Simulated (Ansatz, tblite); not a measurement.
# The cluster Li14+: a ladder of methods and basis sets

One table from this session's results is given with a row withheld; the runs are named, their logs left out.

Program: Ansatz 0.2.0, Gaussian basis. Level of theory: as each input shows. These are calculated values, not measurements.

Levels to be run: GFN1-xTB, GFN2-xTB, PBE/def2-TZVP, r2SCAN/def2-TZVP, B2PLYP/def2-TZVP, ωB97X-V/def2-TZVP, HSE06/def2-TZVP, PBE/def2-SVP, PBE0/def2-SVP, CCSD(T)/def2-SVP, MP2/def2-TZVP.

2 further runs of the same task are left out: 2 set aside as unsound or not needed. Runs told in other sessions of the task aren't counted.

### The structure

The doublet was relaxed beforehand with PBE/def2-SVP. At that level it is the lowest of the isomers that a small search found.

14 atoms, charge 1, spin multiplicity 2.

Bond lengths: Li1–Li8 2.636 Å, Li1–Li9 3.065 Å, Li2–Li4 2.877 Å, Li2–Li6 2.843 Å, Li2–Li7 2.775 Å, Li2–Li11 2.801 Å, Li2–Li12 2.842 Å, Li2–Li13 2.801 Å, Li2–Li14 2.877 Å, Li3–Li8 2.641 Å, Li4–Li8 2.858 Å, Li5–Li8 2.693 Å, Li5–Li9 3.029 Å, Li8–Li9 2.963 Å, Li8–Li10 2.693 Å, Li8–Li11 2.939 Å, Li8–Li13 2.938 Å, Li8–Li14 2.858 Å and more. Angles: Li8–Li1–Li9 62.1°, Li4–Li2–Li6 76.3°, Li4–Li2–Li7 133.4°, Li4–Li2–Li11 111.0°, Li4–Li2–Li12 154.6°, Li4–Li2–Li13 67.3°, Li4–Li2–Li14 79.9°, Li6–Li2–Li7 71.1°, Li6–Li2–Li11 130.2°, Li6–Li2–Li12 125.2°, Li6–Li2–Li13 67.4°, Li6–Li2–Li14 154.6°, Li7–Li2–Li11 69.9°, Li7–Li2–Li12 71.1°, Li7–Li2–Li13 69.9°, Li7–Li2–Li14 133.4°, Li11–Li2–Li12 67.4°, Li11–Li2–Li13 70.9° and more.

The ion is computed in the gas phase, without counter-ions or solvent.

PBE0/def2-TZVP was run before; its log isn't repeated, and its numbers join the tables.

The first run:

Tight binding, by tblite at 300 K electronic temperature and without a spin-polarisation term:

```python
tblite.interface.Calculator('GFN1-xTB', numbers, positions, charge=1, uhf=1).singlepoint()
```

Tight binding, by tblite at 300 K electronic temperature and without a spin-polarisation term:

```python
tblite.interface.Calculator('GFN2-xTB', numbers, positions, charge=1, uhf=1).singlepoint()
```

start.molden holds the orbitals of an earlier run on this state, given as this run's starting guess.

File in.yaml:

```yaml
crystal:
  periodic: [false, false, false]
  atoms:
    - {symbol: Li, position_ang: [1.179456, 1.688997, 2.833703]}
    - {symbol: Li, position_ang: [0.312793, -2.130182, -0.259597]}
    - {symbol: Li, position_ang: [-1.230801, 2.470610, -1.296665]}
    - {symbol: Li, position_ang: [-0.689459, -1.102331, 2.233256]}
    - {symbol: Li, position_ang: [2.038329, 2.645167, -0.391177]}
    - {symbol: Li, position_ang: [-2.016700, -3.686169, 0.223185]}
    - {symbol: Li, position_ang: [-0.879954, -2.738931, -2.690281]}
    - {symbol: Li, position_ang: [0.060686, 1.066433, 0.529004]}
    - {symbol: Li, position_ang: [-0.164860, 3.934643, 1.239218]}
    - {symbol: Li, position_ang: [-2.157321, 1.750252, 1.893966]}
    - {symbol: Li, position_ang: [0.754101, -0.060770, -2.094809]}
    - {symbol: Li, position_ang: [2.342801, -2.758357, -2.147402]}
    - {symbol: Li, position_ang: [-2.050021, -0.657651, -0.569424]}
    - {symbol: Li, position_ang: [2.500951, -0.421693, 0.497021]}
basis:
  gaussian: {orbitals: def2-TZVP, initial_orbitals: start.molden}
total_charge: 1
magnetization: {spin_polarized: true, initial_magnetization: 1}
hamiltonian: {xc: pbe}
scf: {omitted_lower_state_checks: [starts]}
output: {forces: true, orbitals: {seedname: orbitals}}
```

Command:

```console
$ ansatz run in.yaml --threads 4 --pin off --events-out ev --progress --plain --max-ram 4787MiB
```

Among the steps run: PBE/def2-TZVP; r2SCAN/def2-TZVP; B2PLYP/def2-TZVP; ωB97X-V/def2-TZVP; HSE06/def2-TZVP; PBE/def2-SVP; PBE0/def2-SVP; CCSD(T)/def2-SVP; MP2/def2-TZVP.

One table of the session follows, with a row left open; its other results are not shown here.

It belongs to the step «Levels side by side». 

```
            level  HOMO (eV)  LUMO (eV)  gap (eV)
     PBE/def2-SVP      -5.50      -5.04      0.47
    PBE/def2-TZVP          ?          ?         ?
 r2SCAN/def2-TZVP      -5.64      -4.83      0.81
    PBE0/def2-SVP      -5.93      -4.50      1.43
   PBE0/def2-TZVP      -5.99      -4.59      1.40
  HSE06/def2-TZVP      -5.68      -4.91      0.76
ωB97X-V/def2-TZVP      -7.03      -3.36      3.67
```

**Question.** Estimate the row for PBE/def2-TZVP.

As computed: HOMO (eV): -5.57; LUMO (eV): -5.11; gap (eV): 0.46. In the column «HOMO (eV)» it lies between r2SCAN/def2-TZVP (-5.64) and PBE/def2-SVP (-5.50).

Limits of these values: Doubts: large T1 diagnostic, spin contamination. Notes on CCSD(T)/def2-SVP: large T1 diagnostic, spin contamination.
